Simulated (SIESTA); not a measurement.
GeCN2:

```
Ge N C
1.0
     1.79379    1.03565    4.92196
    -1.79379    1.03565    4.92196
     0.00000   -2.07129    4.92196
Ge N C
1 2 1
Direct
  0.00000 0.00000 0.00000
  0.58390 0.58390 0.58390
  0.41610 0.41610 0.41610
  0.50000 0.50000 0.50000
```

The cell comes from a database or a generator and needn't be the stable form of this composition.

Program: SIESTA 5.4.2. Alike in all runs: no spin polarisation; cell as given; k mesh 9 × 9 × 9; smearing fermi-dirac 0.05 eV; grid cutoff 800 Ry; energy shift 0.003 Ry.

Order these runs on this cell by their pressure, lowest first.
A. level LDA; potentials or basis PseudoDojo 0.4 standard (LDA files), DZP (energy shift 0.003 Ry; two zetas on semicore shells)
B. level PBE; potentials or basis PseudoDojo 0.4 standard (PBE files), DZP (energy shift 0.003 Ry; two zetas on semicore shells)
C. level PBEsol; potentials or basis PseudoDojo 0.4 standard (PBEsol files), DZP (energy shift 0.003 Ry; two zetas on semicore shells)

A (-1.7 GPa), C (1.7 GPa), B (4.5 GPa).

Caveats: the basis of atomic orbitals isn't converged, which shifts pressures, moduli and gaps.

Not every run made on this cell is shown here.
